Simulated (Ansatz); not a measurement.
GeH3 (charge -1), SMILES [GeH3-], a relaxed scan of one distance

Program: Ansatz 0.2.0, Python API.

Interactive session:
```pycon
>>> import ansatz as az
>>> import numpy as np
>>> geh3 = (
...     az.Crystal.molecule()
...     .atom('Ge', [0.001, -0.0021, 0.3876])
...     .atom('H', [-0.8709, -1.1731, -0.1335])
...     .atom('H', [-0.5816, 1.3416, -0.1204])
...     .atom('H', [1.4516, -0.1663, -0.1337])
... )
>>> base = geh3.calculation()
>>> base = base.basis(gaussian='def2-SVP').functional('pbe')
>>> base = base.charge(-1)
>>> base = base.accuracy('medium').scf(lower_state_search='light')
>>> symbols = [site.symbol for site in geh3.cartesian_sites]
>>> pairs = [(0, 1), (0, 2), (0, 3)]
>>> print('held (A)   E (eV)        ', '  '.join(f'{symbols[i]}{i}-{symbols[j]}{j}' for i, j in pairs))
held (A)   E (eV)         Ge0-H1  Ge0-H2  Ge0-H3
>>> for length in [1.43, 1.55, 1.67, 1.86, 2.09]:
...     rep = base.relax(constraints=[az.DistanceConstraint((0, 1), at=length)], force_tolerance=0.02, max_steps=60).run(threads=1, backend='cpu').report
...     xyz = np.array(rep['positions_ang'])
...     print(f'{length:6.2f} {rep["free_energy_ev"]:14.5f}  ', '  '.join(f'{np.linalg.norm(xyz[i] - xyz[j]):.3f}' for i, j in pairs))
...
DeckWarning: relax.constraints: the input's atoms, or those drawn, lie off the distances that are held; a relaxation that starts there is brought onto them ahead of its first SCF, by positions alone, an atom by 6.01e-2 Å at the most. With the symmetry [...]
  1.43   -56550.51106   1.430  1.636  1.636
  1.55   -56550.77869   1.550  1.636  1.636
  1.67   -56550.81837   1.670  1.637  1.637
  1.86   -56550.63420   1.860  1.636  1.636
  2.09   -56550.24714   2.090  1.636  1.636
```

Reading the output:
- The settings weren't tested for convergence.
- Warnings are shown shortened and without file and line.
- The energies are electronic: no zero-point or thermal terms, and the basis set is short of its limit.
- Anions want diffuse functions, which this basis lacks.
- Hardware and time: 19 s on 1 thread of Arm Neoverse V1, with other jobs on the host, peak memory 0.17 GiB.
